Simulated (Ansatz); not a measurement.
# Ni (Im-3m): check of PAW against all-electron LAPW

How well does PAW follow the all-electron answer for Ni (Im-3m)? Wanted for Ni (Im-3m): a check of PAW against all-electron LAPW.

This is Ni in the bcc structure; at room conditions it is fcc.

All numbers are computed with Ansatz 0.2.0, driven from Python. The levels of theory stand in the script.

## Step 1: The system

The structure is cubic, space group Im-3m (No. 229). Conventional cell: a = 2.767 Å, b = 2.767 Å, c = 2.767 Å, α = 90.00°, β = 90.00°, γ = 90.00°. Ni (site symmetry m-3m) is surrounded by 8 Ni at 2.40 Å.

The script holds or builds the structure itself.

## Step 2: The code

The input, ni_paw_lapw.py:

```python
import ansatz as az
import numpy as np
import pandas as pd

SETTINGS = {
    "smearing": "Fermi-Dirac",
    "sigma": 0.1,
    "mesh": (14, 14, 14),
    "xc": "LDA",
}


def count_gap(report):
    # lowest empty less highest filled band, counting bands; zero where they overlap
    return max(report.get("gap_by_band_count_ev") or 0.0, 0.0)

cell = (
    az.Lattice.bcc(2.767431)
    .space_group(229)
    .atom("Ni", (0.0, 0.0, 0.0))
    .primitive()
    .moments(Ni=1.5)
)

calculation = (
    cell.calculation()
    .occupations(SETTINGS["smearing"], width=SETTINGS["sigma"])
    .kpoints(*SETTINGS["mesh"], center="gamma")
    .functional(SETTINGS["xc"])
    .spin("collinear")
    .stress()
    .forces()
    .band_table()
)
variants = {
    "PAW": calculation.pseudopotentials("paw"),
    "LAPW": calculation.pseudopotentials("all_electron", lapw=True),
}
rows = []
for label, variant in variants.items():
    summary = variant.run(threads=1).report
    levels = np.array(summary["eigenvalues_ev"][0]) - summary["fermi_energy_ev"]
    print(label, "levels at the first k-point near E_F:", np.round(levels[np.abs(levels) < 5], 3))
    rows.append((label, summary["n_electrons"], np.trace(summary["stress_gpa"]) / 3, count_gap(summary), summary["magnetization_mub"]))
print(pd.DataFrame(rows, columns=["treatment", "electrons in bands", "P GPa", "gap by band count eV", "moment muB"]).round(4).to_string(index=False))
```

## Step 3: The run

Started as:

```bash
$ python ni_paw_lapw.py
```

What it wrote:

```text
DeckWarning: basis.ecutwfc = 420 eV, auto-derived from the records' recommended cutoffs: set by Ni (normal level)
PAW levels at the first k-point near E_F: [-2.285 -2.285 -2.285 -0.838 -0.838]
LAPW levels at the first k-point near E_F: [-2.283 -2.283 -2.283 -0.836 -0.836]
treatment  electrons in bands    P GPa  gap by band count eV  moment muB
      PAW                18.0 -10.4614                   0.0      0.4287
     LAPW                18.0 -10.5398                   0.0      0.4268
```

(Warnings from the package without file and line.)

Wall time 28 s (1 thread of Arm Neoverse V2, shared host); peak memory 0.55 GiB.

## Step 4: The runs side by side

The 2 runs, in the order started:

| run | potentials | energy (eV/atom) | pressure (GPa) | moment (μB/cell) | SCF cycles | CPU time (s) |
| --- | --- | --- | --- | --- | --- | --- |
| 1 | paw | -5773.2846 | -10.46 | 0.43 | 10 | 3.2 |
| 2 | all_electron | -41316.5257 | -10.54 | 0.43 | 9 | 24 |

Energies are free energies F = E - TS of the smeared occupations. Totals hang on method, basis and potentials, so only like runs compare.

## Step 5: Outcome

```
              quantity     value
         runs compared         2
difference in pressure  0.08 GPa
```

**Reading.** PAW gives -10.461 GPa and LAPW -10.540 GPa, 0.08 GPa apart. They took 3.2 and 24.2 s of processor time. Reading the output:
- The mesh is modest for a metal, so energies can be off by several to tens of meV an atom and pressures by half a GPa or more; differences at equal mesh fare better.
- At these settings the cell as given stands under about -10 GPa, so it isn't at this functional's equilibrium volume.
- This isn't the structure that Ni takes at ambient conditions.
- Pressure is positive in compression; the treatments may keep other shells as core, so totals and counts of electrons can differ. Whether this is the phase that is stable at ambient conditions was not tested.
